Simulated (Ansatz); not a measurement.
# C4H12Ge: ionisation energy by level of theory

One table from this session's results is given with a row withheld; the runs are named, their logs left out.

Method: unrestricted cation, the program's frozen cores in correlated methods; program: Ansatz 0.2.0, Gaussian basis.

Levels to be run: UKS PBE-D4/def2-TZVPP; UKS r2SCAN-D4/def2-TZVPP; UKS PBE0-D4/def2-TZVPP; UKS B3LYP-D4/def2-TZVPP; UKS wB97X-V/def2-TZVPP; UKS wB97M-V/def2-TZVPP; UKS B2PLYP/def2-TZVPP; UHF-CCSD(T)/def2-TZVPP; UHF-MP2/def2-QZVPP; extrapolation to the limit; then −ε(HOMO) from the neutral's earlier runs with LDA (SPW92), PBE-D4, revPBE-D4, BLYP-D4, r2SCAN-D4, B97M-V, PBE0-D4, B3LYP-D4, r2SCANh-D4, r2SCAN0-D4, HSE06-D4, BHLYP-D4, CAM-B3LYP-D4, LC-ωPBE, ωB97X-V, ωB97M-V.

### The geometry

An earlier PBE0-D4 in a triple-zeta def2 set relaxation fixed the geometry.

SMILES `[CH3][Ge]([CH3])([CH3])[CH3]`, 17 atoms, charge 0, spin multiplicity 1.

Atoms are counted from 1 here; the program's logs count them from 0.

Bond lengths: C1–Ge2 1.959 Å, C1–H6 1.092 Å, C1–H7 1.092 Å, C1–H8 1.092 Å, Ge2–C3 1.959 Å, Ge2–C4 1.959 Å, Ge2–C5 1.959 Å, C3–H9 1.092 Å, C3–H10 1.092 Å, C3–H11 1.092 Å, C4–H12 1.092 Å, C4–H13 1.092 Å, C4–H14 1.092 Å, C5–H15 1.092 Å, C5–H16 1.092 Å, C5–H17 1.092 Å. Angles: Ge2–C1–H6 110.7°, Ge2–C1–H7 110.7°, Ge2–C1–H8 110.7°, H6–C1–H7 108.3°, H6–C1–H8 108.3°, H7–C1–H8 108.3°, C1–Ge2–C3 109.5°, C1–Ge2–C4 109.5°, C1–Ge2–C5 109.5°, C3–Ge2–C4 109.5°, C3–Ge2–C5 109.5°, C4–Ge2–C5 109.5°, Ge2–C3–H9 110.7°, Ge2–C3–H10 110.7°, Ge2–C3–H11 110.7°, H9–C3–H10 108.3°, H9–C3–H11 108.3°, H10–C3–H11 108.3° and more.

Set-up of the first run:

Input file in.yaml:

```yaml
crystal:
  periodic: [false, false, false]
  atoms:
    - {symbol: C, position_ang: [-0.368674, 0.718124, -1.782430]}
    - {symbol: Ge, position_ang: [-0.001113, -0.000034, 0.002356]}
    - {symbol: C, position_ang: [1.898794, 0.228999, 0.419736]}
    - {symbol: C, position_ang: [-0.454039, -1.905108, 0.045564]}
    - {symbol: C, position_ang: [-1.080566, 0.957863, 1.326563]}
    - {symbol: H, position_ang: [-0.124740, 1.781440, -1.827636]}
    - {symbol: H, position_ang: [0.225680, 0.198549, -2.536732]}
    - {symbol: H, position_ang: [-1.423847, 0.598236, -2.036256]}
    - {symbol: H, position_ang: [2.125240, -0.164382, 1.412793]}
    - {symbol: H, position_ang: [2.173054, 1.285680, 0.399775]}
    - {symbol: H, position_ang: [2.519357, -0.299168, -0.306990]}
    - {symbol: H, position_ang: [-0.253470, -2.326577, 1.032642]}
    - {symbol: H, position_ang: [0.135400, -2.458069, -0.688589]}
    - {symbol: H, position_ang: [-1.511395, -2.054989, -0.181874]}
    - {symbol: H, position_ang: [-2.144965, 0.842594, 1.112181]}
    - {symbol: H, position_ang: [-0.890216, 0.572658, 2.330341]}
    - {symbol: H, position_ang: [-0.843597, 2.023682, 1.318655]}
basis:
  gaussian: {orbitals: def2-TZVPP}
total_charge: 1
magnetization: {spin_polarized: true, initial_magnetization: 1}
hamiltonian: {xc: pbe, dispersion: d4}
```

Command:

```
> ansatz run in.yaml --threads 2 --pin off --events-out ev --progress --plain --max-ram 22528MiB --backend cuda --devices 0, --max-vram 18GiB
```

Among the steps run: Cation, UKS PBE-D4/def2-TZVPP; Cation, UKS r2SCAN-D4/def2-TZVPP; Cation, UKS PBE0-D4/def2-TZVPP; Cation, UKS B3LYP-D4/def2-TZVPP; Cation, UKS wB97X-V/def2-TZVPP; Cation, UKS wB97M-V/def2-TZVPP; Cation, UKS B2PLYP (frozen core)/def2-TZVPP; Cation, UHF-CCSD(T)/def2-TZVPP; Cation, UHF-MP2/def2-QZVPP.

One of the session's tables, all rows but one given; the rest of the session is left out.

Orbital estimates, from the neutral's runs:

```
  functional  −ε(HOMO) (eV)
 LDA (SPW92)           6.95
      PBE-D4           6.82
   revPBE-D4           6.77
     BLYP-D4           6.69
   r2SCAN-D4              ?
      B97M-V           7.16
     PBE0-D4           8.07
    B3LYP-D4           7.85
  r2SCANh-D4           7.54
  r2SCAN0-D4           8.24
    HSE06-D4           7.67
    BHLYP-D4           9.23
CAM-B3LYP-D4           9.42
     LC-ωPBE          10.78
     ωB97X-V          10.42
     ωB97M-V          10.29
```

Estimate the missing values for r2SCAN-D4.

Worked estimate for «−ε(HOMO) (eV)». Against the share of exact exchange, r2SCANh-D4 (0.1, 7.54), r2SCAN0-D4 (0.25, 8.24) give a slope of 4.67 per unit share; at 0 the line stands at 7.07.

**Answer.** −ε(HOMO) (eV): 7.08. In «−ε(HOMO) (eV)» the line misses by -0.01.

Limits of these values: In point group Td the highest level is often degenerate; the cation then breaks the symmetry, and the runs may pick different components.
